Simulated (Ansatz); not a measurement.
# BeH₃+ (singlet): wave-function methods side by side at scale of all distances = 0.897, cc-pVTZ

One table from this session's results is given with a row withheld; the runs are named, their logs left out.

Method: cc-pVTZ, core rule «outside noble gas», up to 1 orbitals frozen; program: Ansatz 0.2.0, Gaussian basis.

The runs, in order: UHF; CCSD(T) on RHF; BCCD(T) on RHF; CCSDT(Q) on RHF; CASSCF and NEVPT2, 2 electrons in 2 orbitals; Full CI.

23 further runs of the same task are left out: 10 for a known fault of the program, 10 that didn't finish, 3 set aside as unsound or not needed. Runs told in other sessions of the task aren't counted.

### The system

The geometry derives from a PBE0/def2-TZVP stationary point (not a proven minimum). All distances are scaled together.

4 atoms, charge 1, spin multiplicity 1.

Atoms are counted from 1 here; the program's logs count them from 0.

Bond lengths: Be1–H2 1.509 Å, Be1–H3 1.180 Å, Be1–H4 1.509 Å, H2–H4 0.700 Å. Angles: H2–Be1–H3 166.6°, H2–Be1–H4 26.8°, H3–Be1–H4 166.6°, Be1–H2–H4 76.6°, Be1–H4–H2 76.6°.

The first run:

in.yaml

```yaml
crystal:
  periodic: [false, false, false]
  atoms:
    - {symbol: Be, position_ang: [0.000000, 0.000000, 0.146980]}
    - {symbol: H, position_ang: [0.000000, 0.350157, -1.320623]}
    - {symbol: H, position_ang: [0.000000, 0.000000, 1.327071]}
    - {symbol: H, position_ang: [0.000000, -0.350157, -1.320623]}
basis:
  gaussian: {orbitals: cc-pVTZ}
total_charge: 1
magnetization: {spin_polarized: true, initial_magnetization: 0}
hamiltonian: {xc: hf}
output: {orbitals: {seedname: orbitals}}
```

Started as:

```bash
ansatz run in.yaml --threads 1 --pin off --events-out ev --progress --plain --max-ram 2393MiB
```

Among the steps run: UHF; CCSD(T) on RHF; BCCD(T) on RHF; CCSDT(Q) on RHF; CASSCF and NEVPT2, 2 electrons in 2 orbitals; Full CI.

One of the session's tables, all rows but one given; the rest of the session is left out.

| method | from FCI (meV) |
| --- | --- |
| RHF | +2140.6 |
| RMP2 | +424.4 |
| RCCSD | +9.4 |
| RCCSD(T) | +1.9 |
| BCCD(T) | +1.9 |
| RCCSDT | ? |
| RCCSDT(Q) | 0.0 |
| CASSCF pair | +1699.4 |
| NEVPT2 pair | +424.6 |
| FCI | 0 |

Q: Estimate the row for RCCSDT from the others.

**Answer.** from FCI (meV): +0.1. In the column «from FCI (meV)» it lies between FCI (0) and RCCSD(T) (+1.9).
